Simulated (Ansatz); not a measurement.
# ClH₅NOSbSi, SMILES N[Si](O)(Cl)[SbH2]: a geometry optimisation

With Ansatz 0.2.0 through its Python package.

Input file `clh5nosbsi.xyz`:
```text
10

N    -1.26210   -0.40210   -0.59170
Si    0.37190   -0.60550   -0.05920
O     0.36050   -1.64430    1.29060
Cl    1.56910   -1.44380   -1.61330
Sb    1.38190    1.61140    0.55790
H    -1.81440    0.12960    0.17950
H    -1.24810    0.32920   -1.38790
H     0.01310   -2.46710    0.97740
H    -0.05910    2.07740    1.52400
H     0.77020    2.36400   -0.87430
```

Typed at the interpreter:
```pycon
>>> import ansatz as az
>>> import numpy as np
>>> mol = az.Crystal.molecule_from_extxyz("clh5nosbsi.xyz")
>>> calc = mol.calculation().basis(gaussian="def2-SVP").functional("pbe0")
>>> symbols = [site.symbol for site in mol.cartesian_sites]
>>> start = np.array([site.position_ang for site in mol.cartesian_sites], dtype=float)
>>> def progress(event):
...     if event["event"] == "relax_step":
...         row = event["data"]
...         print(f"step {row['step']:3d}  E = {row['lagrangian_ev']:.6f} eV  max force {row['allowed_force_max_ev_ang']:.4f} eV/A")
...
>>> summary = calc.relax(force_tolerance=0.005, max_steps=100).session().plan().execute(on_event=progress).report
step   1  E = -30538.916913 eV  max force 2.6846 eV/A
step   2  E = -30539.231035 eV  max force 1.4068 eV/A
step   3  E = -30539.311627 eV  max force 0.9175 eV/A
step   4  E = -30539.378072 eV  max force 0.3997 eV/A
step   5  E = -30539.407584 eV  max force 0.3779 eV/A
step   6  E = -30539.435059 eV  max force 0.1488 eV/A
step   7  E = -30539.438067 eV  max force 0.1973 eV/A
step   8  E = -30539.438859 eV  max force 0.0700 eV/A
step   9  E = -30539.439323 eV  max force 0.0288 eV/A
step  10  E = -30539.439489 eV  max force 0.0215 eV/A
step  11  E = -30539.439631 eV  max force 0.0466 eV/A
step  12  E = -30539.439715 eV  max force 0.0190 eV/A
step  13  E = -30539.439734 eV  max force 0.0146 eV/A
step  14  E = -30539.439707 eV  max force 0.0168 eV/A
step  15  E = -30539.439761 eV  max force 0.0036 eV/A
step  16  E = -30539.439769 eV  max force 0.0045 eV/A
>>> end = np.array(summary["positions_ang"])
>>> for key in ("converged", "free_energy_ev", "reference_energy_ev", "n_frozen", "n_occupied", "n_virtual"):
...     print(f"{key:22s} {summary[key]}")
...
converged              True
free_energy_ev         -30539.439796889517
reference_energy_ev    -30539.439796889517
n_frozen               0
n_occupied             [37, 37]
n_virtual              [78, 78]
>>> print("bond        before    after (A)")
bond        before    after (A)
>>> for i, j in [(0, 1), (0, 5), (0, 6), (1, 2), (1, 3), (1, 4), (2, 7), (4, 8), (4, 9)]:
...     d0, d1 = (np.linalg.norm(xyz[i] - xyz[j]) for xyz in (start, end))
...     print(f"{symbols[i]}{i}-{symbols[j]}{j}".ljust(10), f"{d0:8.4f} {d1:8.4f}")
...
N0-Si1       1.7306   1.7211
N0-H5        1.0874   1.0151
N0-H6        1.0812   1.0145
Si1-O2       1.7033   1.6575
Si1-Cl3      2.1334   2.0850
Si1-Sb4      2.5131   2.5706
O2-H7        0.9465   0.9649
Sb4-H8       1.7964   1.7197
Sb4-H9       1.7297   1.7177
>>> for i, j, k in [(1, 0, 5), (1, 0, 6), (5, 0, 6), (0, 1, 2), (0, 1, 3), (0, 1, 4), (2, 1, 3), (2, 1, 4)]:
...     u, v = end[i] - end[j], end[k] - end[j]
...     print(f"angle {symbols[i]}{i}-{symbols[j]}{j}-{symbols[k]}{k}: {np.degrees(np.arccos(np.clip(u @ v / np.linalg.norm(u) / np.linalg.norm(v), -1, 1))):.2f} deg")
...
angle Si1-N0-H5: 119.47 deg
angle Si1-N0-H6: 118.72 deg
angle H5-N0-H6: 111.21 deg
angle N0-Si1-O2: 109.56 deg
angle N0-Si1-Cl3: 103.38 deg
angle N0-Si1-Sb4: 121.92 deg
angle O2-Si1-Cl3: 111.77 deg
angle O2-Si1-Sb4: 103.07 deg
>>> charges = summary["charge_distribution"]
>>> dipole = np.array(charges["dipole_moment_e_ang"]) * 4.803205
>>> print("dipole (D): {:.3f} {:.3f} {:.3f}, length {:.3f}".format(*dipole, np.linalg.norm(dipole)))
dipole (D): -2.623 0.205 0.054, length 2.632
>>> print("atom  Mulliken   Lowdin")
atom  Mulliken   Lowdin
>>> for symbol, m, l in zip(symbols, charges["mulliken_charges_e"], charges["lowdin_charges_e"]):
...     print(f"{symbol:4s} {m:9.3f} {l:8.3f}")
...
N       -0.395    0.008
Si       0.658   -0.111
O       -0.393    0.048
Cl      -0.300    0.045
Sb       0.057    0.125
H        0.145    0.013
H        0.147    0.010
H        0.197   -0.011
H       -0.060   -0.065
H       -0.055   -0.062
>>> with open("clh5nosbsi_opt.xyz", "w") as handle:
...     handle.write(f"{len(symbols)}\nrelaxed ClH5NOSbSi\n")
...     handle.writelines(f"{s:2s} {x:11.6f} {y:11.6f} {z:11.6f}\n" for s, (x, y, z) in zip(symbols, end))
...
22
```

It writes `clh5nosbsi_opt.xyz`:
```text
10
relaxed ClH5NOSbSi
N    -1.296089   -0.440103   -0.620777
Si    0.335420   -0.489485   -0.074859
O     0.453817   -1.505622    1.229266
Cl    1.374474   -1.225647   -1.725764
Sb    1.567022    1.622237    0.720052
H    -2.001272    0.011032   -0.046734
H    -1.475499   -0.290078   -1.607928
H    -0.059137   -2.319011    1.149897
H     0.191188    2.104448    1.632177
H     0.993075    2.481028   -0.652329
```

What to keep in mind:
- Total energies depend on the basis set; only differences at equal settings carry meaning.
- The end point is the stationary point reached from this start; no frequency run checks that it is a minimum, and the basis set is modest.
- def2 sets replace the cores of elements past krypton by effective core potentials.
- The Löwdin charges here are taken after orthogonalising the functions within each atom; they differ from plain Löwdin charges, and their signs can be unphysical.
- Timing: 110 s on 1 thread of Arm Neoverse V2 (shared host), peak memory 0.37 GiB.

(Lines on the test bed's own set-up are left out of the output.)
